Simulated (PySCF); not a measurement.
# C₄H₁₀BNO₂: electronic excitations

Aim: predict the electronic excitations of C₄H₁₀BNO₂ (`OB(O)CNC1CC1`).

Programs: PySCF 2.14.0, with density-fitted response routines of our own. Each step states its level of theory. These are calculated values for one molecule in the gas phase, unless marked as measured. Atoms are numbered from 0 throughout.

## 1. The starting structure

18 atoms, charge 0, multiplicity 1; geometry from: GFN2-xTB.

Bonds of the start (Å): O0–B1 1.35, B1–O2 1.35, B1–C3 1.62, C3–N4 1.46, N4–C5 1.43, C5–C6 1.50, C6–C7 1.50, C7–C5 1.50, O0–H8 0.96, O2–H9 0.96, C3–H10 1.11, C3–H11 1.10, N4–H12 1.02, C5–H13 1.09, C6–H14 1.08, C6–H15 1.08, C7–H16 1.08, C7–H17 1.08.

## 2. Excited states and response: CAM-B3LYP/def2-SVPD

The job: settings as JSON, then the geometry in Å.

```
{"job": {"kind": "uv", "xc": "CAM-B3LYP", "basis": "def2-SVPD", "nstates": 8, "ntriplets": 3}, "charge": 0, "multiplicity": 1}
O      2.479085     1.371120     0.615269
B      2.478019     0.094152     0.187036
O      3.673805    -0.523691     0.069299
C      1.069671    -0.625793    -0.151710
N      0.032794     0.387197    -0.359478
C     -1.287837    -0.156685    -0.484323
C     -2.084248    -0.314302     0.776488
C     -2.442543     0.756301    -0.210154
H      1.594172     1.736150     0.687897
H      3.653805    -1.429717    -0.232604
H      1.141083    -1.323627    -1.006031
H      0.752704    -1.228926     0.706265
H      0.259295     0.938024    -1.184052
H     -1.425293    -0.920731    -1.254854
H     -1.614154    -0.004004     1.696131
H     -2.735469    -1.169182     0.875638
H     -2.212745     1.776227     0.055024
H     -3.340904     0.643805    -0.797497
```

Method: TDDFT CAM-B3LYP/def2-SVPD, vertical, gas phase, core orbitals frozen in the response.

Launch:

```bash
OMP_NUM_THREADS=1 python probes_run.py task.json out
```

This one command runs all jobs of the session in turn.

Output:

```text
coarse grid: 14864 points
cycle   1  E = -387.9062157432  dE =  1.341e+00  |g| = 8.702e-01  |ddm| = 6.141e+00
cycle   2  E = -387.8473963844  dE =  5.882e-02  |g| = 1.084e+00  |ddm| = 1.984e+00
cycle   3  E = -388.0586058640  dE = -2.112e-01  |g| = 6.547e-02  |ddm| = 9.297e-01
cycle   4  E = -388.0593629548  dE = -7.571e-04  |g| = 3.383e-02  |ddm| = 1.337e-01
cycle   5  E = -388.0596294207  dE = -2.665e-04  |g| = 7.421e-03  |ddm| = 5.515e-02
cycle   6  E = -388.0596404402  dE = -1.102e-05  |g| = 2.698e-03  |ddm| = 1.312e-02
cycle   7  E = -388.0596420381  dE = -1.598e-06  |g| = 6.236e-04  |ddm| = 4.040e-03
final grid: 143168 points
cycle   8  E = -388.1386969915  dE = -6.056e-05  |g| = 3.862e-03  |ddm| = 1.030e-01
cycle   9  E = -388.1386981936  dE = -1.202e-06  |g| = 3.368e-03  |ddm| = 1.456e-02
cycle  10  E = -388.1387009512  dE = -2.758e-06  |g| = 2.508e-04  |ddm| = 4.735e-03
cycle  11  E = -388.1387009627  dE = -1.150e-08  |g| = 1.975e-04  |ddm| = 7.861e-04
cycle  12  E = -388.1387009709  dE = -8.239e-09  |g| = 2.551e-05  |ddm| = 2.770e-04
cycle  13  E = -388.1387009711  dE = -1.934e-10  |g| = 9.256e-06  |ddm| = 7.063e-05
converged SCF energy = -388.1387009711

Static polarisability (au): isotropic 75.939, principal 64.973 73.000 89.844

Singlet excitations
state   eV       nm        f      main configurations
  1   6.2059    199.8   0.00145   H->L 0.64, H->L+1 0.23
  2   6.9340    178.8   0.01963   H->L+1 0.52, H->L 0.25, H->L+3 0.13
  3   7.1611    173.1   0.08559   H->L+2 0.89
  4   7.3931    167.7   0.01977   H->L+3 0.46, H->L+4 0.19, H->L+5 0.18
  5   7.4919    165.5   0.00973   H->L+5 0.31, H->L+3 0.26, H->L+4 0.16
  6   7.7471    160.0   0.04440   H-1->L 0.64, H-3->L 0.13
  7   7.9569    155.8   0.00918   H->L+4 0.43, H->L+5 0.32
  8   8.0772    153.5   0.00719   H-1->L+1 0.38, H-2->L 0.20, H-1->L+2 0.14

Triplet excitations (Tamm-Dancoff, eV): 5.9796 6.7696 6.9449
```

Run time: 2.3 min. Hardware: 1 thread of Intel Xeon at 2.50GHz, shared host; peak memory 1.1 GiB.

Frontier orbitals and where they lie:

```csv
orbital,eV,atoms
HOMO−3,-10.62,"C7 16 %, C6 14 %, O0 14 %"
HOMO−2,-10.13,"C6 26 %, C5 19 %, C7 11 %"
HOMO−1,-9.68,"C7 24 %, C5 24 %, C3 11 %"
HOMO,-8.35,"N4 53 %, C5 10 %, C3 9 %"
LUMO,0.65,"B1 48 %, O2 13 %, H9 9 %"
LUMO+1,1.42,"O2 15 %, O0 12 %, H12 12 %"
LUMO+2,1.75,"H13 21 %, C5 12 %, O0 11 %"
```

With each of the 8 states as a Gaussian band of 0.4 eV half-width at 1/e, the curve within the window shown has maxima at 172 nm (ε 5,100) L/(mol cm). Beyond the last state computed it falls off for lack of states. The curve at chosen wavelengths:

| nm | ε (L/mol/cm) |
| --- | --- |
| 148 | 445 |
| 151 | 1009 |
| 154 | 1786 |
| 157 | 2588 |
| 160 | 3266 |
| 163 | 3850 |
| 166 | 4436 |
| 168 | 4797 |
| 171 | 5106 |
| 174 | 4919 |
| 177 | 4206 |
| 180 | 3182 |
| 183 | 2146 |
| 186 | 1306 |
| 189 | 733 |
| 192 | 393 |
| 195 | 214 |
| 198 | 127 |
| 201 | 86 |
| 203 | 70 |
| 206 | 52 |
| 209 | 39 |
| 212 | 27 |
| 215 | 18 |
| 218 | 11 |
| 221 | 6 |

Ground-state properties from the same run:

```csv
property,computed
dipole moment (D),3.36
polarisability (Å³),11.25
HOMO–LUMO gap (eV),9.00
−ε(HOMO) (eV),8.35
```

## 3. Results

| quantity | value |
| --- | --- |
| lowest singlet (CAM-B3LYP/def2-SVPD) | 6.21 eV (200 nm), f = 0.001 |
| brightest single state of those computed | state 3, 7.16 eV, f = 0.086 |
| lowest triplet | 5.98 eV |

The first singlet state (HOMO→LUMO 0.64, HOMO→LUMO+1 0.23) lies at 6.21 eV and is weak; of the 8 states computed, the strongest absorption comes from state 3 at 7.16 eV. The lowest triplet lies 0.23 eV below the lowest singlet (triplets in Tamm-Dancoff, singlets in full TDDFT).
